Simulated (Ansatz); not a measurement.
# AlClH4O2Si: the cost of one run

All numbers below are computed with Ansatz 0.2.0 (RKS PBE0-D4/6-31G*).

**1. The structure to begin with**

Bond lengths: Al1–O2 1.780 Å, O2–Si3 1.680 Å, Si3–H4 1.460 Å, Si3–H5 1.460 Å, Si3–H6 1.460 Å, Al1–O7 1.780 Å, O7–H8 1.010 Å, Al1–Cl9 2.230 Å. Angles: Al1–O2–Si3 125.0°, O2–Al1–O7 120.0°, O2–Al1–Cl9 120.0°, O7–Al1–Cl9 120.0°, O2–Si3–H4 109.5°, O2–Si3–H5 109.5°, O2–Si3–H6 109.5°, H4–Si3–H5 109.4°, H4–Si3–H6 109.4°, H5–Si3–H6 109.4°, Al1–O7–H8 109.5°.

As a file:

```xyz
9

Al    0.0000    0.0000    0.0000
O     0.0000    0.0000    1.7800
Si   -1.3147   -0.4067    2.7436
H    -2.2390   -1.2403    1.9804
H    -0.8506   -1.1432    3.9157
H    -1.9987    0.8095    3.1733
O     1.5415    0.0000   -0.8900
H     1.8414   -0.9519   -1.0449
Cl   -1.9312    0.0000   -1.1150
```

**2. Relaxing the start**

Input file input.yaml:

```yaml
crystal:
  periodic: [false, false, false]
  atoms:
    - { symbol: Al, position_ang: [0.0, 0.0, 0.0] }
    - { symbol: O, position_ang: [0.0, 0.0, 1.78] }
    - { symbol: Si, position_ang: [-1.3147, -0.4067, 2.7436] }
    - { symbol: H, position_ang: [-2.239, -1.2403, 1.9804] }
    - { symbol: H, position_ang: [-0.8506, -1.1432, 3.9157] }
    - { symbol: H, position_ang: [-1.9987, 0.8095, 3.1733] }
    - { symbol: O, position_ang: [1.5415, 0.0, -0.89] }
    - { symbol: H, position_ang: [1.8414, -0.9519, -1.0449] }
    - { symbol: Cl, position_ang: [-1.9312, 0.0, -1.115] }
basis:
  gaussian: { orbitals: "6-31G*" }
hamiltonian:
  xc: pbe0
  dispersion: d4
relax:
  f_tol: 0.02
  max_steps: 40
```

Launch:

```console
ansatz run input.yaml --threads 2 --pin off --max-ram 3072MiB --backend cpu --events-out ev --progress --plain --runs-dir out
```

Q: Estimate wall time and peak memory on 2 threads of Arm Neoverse N1, shared host.

About 2.9 min, with a peak of 0.21 GiB.
